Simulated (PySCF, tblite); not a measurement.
# C₈H₇NS: vibronic structure

Wanted: vibronic structure for C₈H₇NS (`Nc1ccc2sccc2c1`).

Programs: tblite 0.8.0 and PySCF 2.14.0, with routines of our own; each step states its level. All values are computed. Atoms count from 0.

## 1. The starting structure

17 atoms, charge 0, multiplicity 1; geometry from: force field or distance geometry start.

## 2. Optimising the geometry with GFN2-xTB

The job: settings as JSON, then the geometry in Å.

```
{"job": {"kind": "relax", "xc": "GFN2-xTB", "basis": "xTB"}, "charge": 0, "multiplicity": 1}
N     -2.515000    -1.497400    -0.425600
C     -1.477800    -0.651300    -0.109300
C     -1.690000     0.514900     0.612800
C     -0.654000     1.400900     0.915300
C      0.648000     1.072700     0.507400
S      2.079800     1.988800     0.763600
C      3.049200     0.863600    -0.076600
C      2.313400    -0.190000    -0.546000
C      0.917500    -0.092100    -0.224800
C     -0.177000    -0.951500    -0.521500
H     -2.355200    -2.376400    -0.892500
H     -3.456400    -1.315200    -0.069700
H     -2.710300     0.775200     0.943300
H     -0.843400     2.303200     1.480000
H      4.109100     1.031800    -0.175200
H      2.736700    -1.013500    -1.098000
H      0.018400    -1.851800    -1.093300
```

Command:

```bash
$ OMP_NUM_THREADS=1 python excited_run.py task.json out
```

One launch serves the whole session: the jobs run in the order shown.

Log:

```text
step      E/eV     max force
  0    -730.65464    1.611
  1    -730.72457    0.698
  2    -730.74317    0.374
  3    -730.75397    0.250
  4    -730.76332    0.216
  5    -730.76886    0.169
  6    -730.77247    0.145
  7    -730.77522    0.123
  8    -730.77755    0.130
  9    -730.77936    0.130
 10    -730.78111    0.126
 11    -730.78333    0.138
 12    -730.78614    0.142
 13    -730.78919    0.146
 14    -730.79204    0.130
 15    -730.79407    0.094
 16    -730.79526    0.095
 17    -730.79600    0.066
 18    -730.79643    0.055
 19    -730.79673    0.044
 20    -730.79700    0.052
 21    -730.79729    0.042
 22    -730.79753    0.042
 23    -730.79776    0.040
 24    -730.79793    0.033
 25    -730.79806    0.031
 26    -730.79819    0.035
 27    -730.79831    0.027
 28    -730.79843    0.022
 29    -730.79853    0.021
 30    -730.79861    0.022
 31    -730.79868    0.021
 32    -730.79873    0.017
 33    -730.79877    0.017
 34    -730.79883    0.017
 35    -730.79889    0.022
 36    -730.79896    0.026
 37    -730.79903    0.021
 38    -730.79910    0.018
 39    -730.79917    0.020
 40    -730.79922    0.016
 41    -730.79926    0.012
 42    -730.79928    0.011
 43    -730.79930    0.012
 44    -730.79932    0.009
```

It took 0.34 s on 1 thread of Arm Neoverse V1, shared host.

The steps of the relaxation: (not every step is listed)

```tsv
step	energy from step 0 (eV)	largest force (eV/Å)
0	0.0000	1.6115
1	-0.0699	0.6981
2	-0.0885	0.3737
3	-0.0993	0.2503
4	-0.1087	0.2157
5	-0.1142	0.1687
6	-0.1178	0.1448
7	-0.1206	0.1229
8	-0.1229	0.1303
11	-0.1287	0.1382
14	-0.1374	0.1296
17	-0.1414	0.0658
20	-0.1424	0.0521
23	-0.1431	0.0395
26	-0.1436	0.0350
29	-0.1439	0.0214
32	-0.1441	0.0169
35	-0.1443	0.0219
38	-0.1445	0.0184
39	-0.1445	0.0203
40	-0.1446	0.0158
41	-0.1446	0.0122
42	-0.1446	0.0114
43	-0.1447	0.0117
44	-0.1447	0.0095
```

Distances of close pairs at the start and the end, largest changes first:

```tsv
bond	before (Å)	after (Å)	change (Å)
C8–C9	1.423	1.392	-0.030
S5–C6	1.706	1.732	+0.025
C4–S5	1.719	1.744	+0.025
C2–H12	1.104	1.080	-0.023
C2–C3	1.396	1.376	-0.020
C6–C7	1.368	1.348	-0.020
C1–C2	1.388	1.405	+0.017
C3–C4	1.403	1.386	-0.017
```

The end geometry stands in the next job.

## 3. Vibrational analysis with GFN2-xTB

The job: settings as JSON, then the geometry in Å.

```
{"job": {"kind": "ir", "xc": "GFN2-xTB", "basis": "xTB"}, "charge": 0, "multiplicity": 1}
N     -2.514990    -1.432058    -0.522144
C     -1.451127    -0.634113    -0.146008
C     -1.687793     0.538096     0.592297
C     -0.663173     1.395668     0.921800
C      0.623182     1.084051     0.509617
S      2.078805     2.000602     0.796370
C      3.010219     0.824191    -0.068441
C      2.276519    -0.201253    -0.546404
C      0.889281    -0.082547    -0.230393
C     -0.159985    -0.939587    -0.552032
H     -2.289586    -2.375828    -0.792188
H     -3.353752    -1.344899     0.028568
H     -2.698082     0.765007     0.900375
H     -0.854319     2.291918     1.491189
H      4.067143     0.981854    -0.163994
H      2.686477    -1.022243    -1.107200
H      0.034185    -1.836828    -1.121324
```

Log:

```text
mode    cm-1     km/mol
  1     119.8      1.19
  2     182.5      1.57
  3     276.5      2.35
  4     314.6      2.24
  5     353.1     14.20
  6     372.9      0.15
  7     389.9      3.21
  8     439.9      8.88
  9     453.0      3.11
 10     514.2      0.74
 11     541.9    359.52
 12     594.0     67.05
 13     641.5      6.80
 14     660.4      3.82
 15     677.8      1.66
 16     767.0      5.66
 17     782.3      7.84
 18     799.1     41.98
 19     828.1     15.78
 20     828.9      7.43
 21     848.2      0.48
 22     899.2      0.25
 23     973.1      4.19
 24    1031.1      6.43
 25    1053.5      4.61
 26    1079.3      3.30
 27    1163.4     34.26
 28    1171.0     26.25
 29    1236.7      2.72
 30    1256.3     30.09
 31    1330.9     27.06
 32    1361.0     12.28
 33    1436.9     99.54
 34    1462.5     21.84
 35    1508.3    120.03
 36    1527.0     22.86
 37    1565.5     21.29
 38    1608.1    151.17
 39    3077.1     35.47
 40    3079.9     36.92
 41    3098.1     26.82
 42    3125.1     20.59
 43    3153.3     13.28
 44    3459.1      1.97
 45    3512.4      0.63
```

Wall time 0.69 s (1 thread of Arm Neoverse V1, shared host).

The strongest bands and the atoms that carry them (share of the mass-weighted mode):

```tsv
cm⁻¹	km/mol	atoms
542	359.5	H10 34 %, H11 32 %, N0 16 %
594	67.0	C1 35 %, C8 22 %
799	42.0	H12 28 %, H16 22 %, H13 12 %
1437	99.5	C3 24 %, C1 13 %, C8 13 %
1508	120.0	H10 33 %, H11 30 %, N0 13 %
1608	151.2	C9 26 %, C3 17 %, C1 16 %, C2 16 %
3077	35.5	H12 69 %, H16 17 %
3080	36.9	H16 75 %, H12 15 %
```

## 4. Vibronic structure: TDA PBE0/6-31G*

Settings changed since step 3:

```diff
@@ -1,2 +1,2 @@
-{"job": {"kind": "ir", "xc": "GFN2-xTB", "basis": "xTB"}, "charge": 0, "multiplicity": 1}
+{"job": {"kind": "vib", "xc": "PBE0", "basis": "6-31G*", "tda": true}, "charge": 0, "multiplicity": 1}
 N     -2.514990    -1.432058    -0.522144
```

Method: TDA PBE0/6-31G* vertical-gradient vibronic structure (displaced harmonic oscillators, Condon), gas phase.

Log:

```text
final grid: 70184 points
cycle   1  E = -761.3683638034  dE =  2.118e+00  |g| = 4.414e-01  |ddm| = 4.641e+00
cycle   2  E = -761.3586399656  dE =  9.724e-03  |g| = 4.835e-01  |ddm| = 1.090e+00
cycle   3  E = -761.4181586289  dE = -5.952e-02  |g| = 1.170e-01  |ddm| = 7.104e-01
cycle   4  E = -761.4219810714  dE = -3.822e-03  |g| = 3.678e-02  |ddm| = 1.875e-01
cycle   5  E = -761.4222961161  dE = -3.150e-04  |g| = 1.221e-02  |ddm| = 4.659e-02
cycle   6  E = -761.4223385730  dE = -4.246e-05  |g| = 3.100e-03  |ddm| = 1.864e-02
cycle   7  E = -761.4223408831  dE = -2.310e-06  |g| = 1.121e-03  |ddm| = 4.666e-03
cycle   8  E = -761.4223412159  dE = -3.328e-07  |g| = 2.279e-04  |ddm| = 1.386e-03
cycle   9  E = -761.4223412284  dE = -1.242e-08  |g| = 1.030e-04  |ddm| = 3.573e-04
cycle  10  E = -761.4223412314  dE = -3.022e-09  |g| = 1.745e-05  |ddm| = 1.436e-04
cycle  11  E = -761.4223412315  dE = -8.208e-11  |g| = 6.997e-06  |ddm| = 3.075e-05
converged SCF energy = -761.4223412315

Singlet excitations (eV, f): 4.403 (0.0659)  5.221 (0.0317)  5.264 (0.0026)  5.820 (0.0019)  5.902 (0.2842)  6.050 (0.3322)

State S1  4.4031 eV  f = 0.06591  H->L 0.87
  relaxed dipole 4.967 D, largest gradient of the excitation energy 0.0350 Eh/bohr
  mode    cm-1        S   lambda/meV  Raman
   11    541.9    0.6197      41.6   0.817
    6    372.9    0.5478      25.3   0.342
   31   1330.9    0.1258      20.8   1.000
   36   1527.0    0.0917      17.4   0.960
   17    782.3    0.1259      12.2   0.346
   10    514.2    0.1852      11.8   0.220
   32   1361.0    0.0632      10.7   0.526
   19    828.1    0.1000      10.3   0.308
   24   1031.1    0.0584       7.5   0.279
   12    594.0    0.0998       7.4   0.158
   23    973.1    0.0449       5.4   0.191
   38   1608.1    0.0234       4.7   0.272
  reorganisation energy 0.2080 eV, total S 2.421, 0-0 4.1951 eV
  absorption maximum 4.317 eV, width 0.362 eV

State S5  5.9020 eV  f = 0.28419  H->L+1 0.43, H->L+3 0.21, H-1->L+1 0.15
  relaxed dipole 4.776 D, largest gradient of the excitation energy 0.0353 Eh/bohr
  mode    cm-1        S   lambda/meV  Raman
   17    782.3    0.6497      63.0   0.654
   37   1565.5    0.2482      48.2   1.000
   11    541.9    0.3372      22.7   0.163
    6    372.9    0.4130      19.1   0.094
    9    453.0    0.1829      10.3   0.062
   13    641.5    0.0821       6.5   0.056
   12    594.0    0.0819       6.0   0.047
    7    389.9    0.1040       5.0   0.026
   29   1236.7    0.0306       4.7   0.077
   15    677.8    0.0468       3.9   0.035
   38   1608.1    0.0163       3.3   0.069
   32   1361.0    0.0193       3.3   0.059
  reorganisation energy 0.2214 eV, total S 2.491, 0-0 5.6807 eV
  absorption maximum 5.871 eV, width 0.376 eV

State S6  6.0501 eV  f = 0.33223  H-1->L+1 0.58, H-1->L 0.14, H->L+1 0.12
  relaxed dipole 2.397 D, largest gradient of the excitation energy 0.0462 Eh/bohr
  mode    cm-1        S   lambda/meV  Raman
   37   1565.5    0.2171      42.1   1.000
   36   1527.0    0.1580      29.9   0.693
   15    677.8    0.3382      28.4   0.292
   10    514.2    0.2578      16.4   0.128
   19    828.1    0.0919       9.4   0.118
    6    372.9    0.1596       7.4   0.042
   17    782.3    0.0683       6.6   0.079
   31   1330.9    0.0378       6.2   0.126
   13    641.5    0.0769       6.1   0.059
    9    453.0    0.0953       5.4   0.037
   27   1163.4    0.0362       5.2   0.092
   35   1508.3    0.0269       5.0   0.115
  reorganisation energy 0.1984 eV, total S 1.834, 0-0 5.8517 eV
  absorption maximum 5.852 eV, width 0.312 eV

State T1  3.3727 eV  f = 0.00000  H->L 0.74, H-1->L 0.17
  relaxed dipole 3.644 D, largest gradient of the excitation energy 0.0543 Eh/bohr
  mode    cm-1        S   lambda/meV  Raman
   37   1565.5    0.5399     104.8   1.000
   32   1361.0    0.2292      38.7   0.321
    6    372.9    0.6142      28.4   0.065
   11    541.9    0.3747      25.2   0.083
   10    514.2    0.3304      21.1   0.066
   36   1527.0    0.1013      19.2   0.178
   31   1330.9    0.0865      14.3   0.116
   34   1462.5    0.0698      12.7   0.113
   24   1031.1    0.0888      11.3   0.071
   15    677.8    0.1071       9.0   0.037
   19    828.1    0.0633       6.5   0.033
   12    594.0    0.0657       4.8   0.018
  reorganisation energy 0.3290 eV, total S 3.036, 0-0 3.0437 eV
  absorption maximum 3.290 eV, width 0.488 eV
```

Wall time 52 s (1 thread of Arm Neoverse V1, shared host); peak memory 0.9 GiB.

## 5. Results

| quantity | value |
| --- | --- |
| strongest single infrared mode (GFN2-xTB) | 542 cm⁻¹, 360 km/mol |
| zero-point energy (GFN2-xTB) | 79.4 kcal/mol |
| S1: vertical, reorganisation, 0-0, total S (step 4, TDA PBE0/6-31G*, modes from GFN2-xTB) | 4.40, 0.21, 4.20 eV; 2.4 |
| S5: vertical, reorganisation, 0-0, total S (step 4, TDA PBE0/6-31G*, modes from GFN2-xTB) | 5.90, 0.22, 5.68 eV; 2.5 |
| S6: vertical, reorganisation, 0-0, total S (step 4, TDA PBE0/6-31G*, modes from GFN2-xTB) | 6.05, 0.20, 5.85 eV; 1.8 |

**Reading.** All 45 modes are real, so the xTB geometry is a minimum. The strongest single mode, at 542 cm⁻¹, is carried by H10, H11, N0. Unscaled tight-binding wavenumbers are off by several per cent, some by more. Its intensities can rank the bands wrongly. The vibronic model keeps the ground-state modes (from xTB) and shifts them along the gradient alone, so it can miss much of the relaxation that a full optimisation finds.
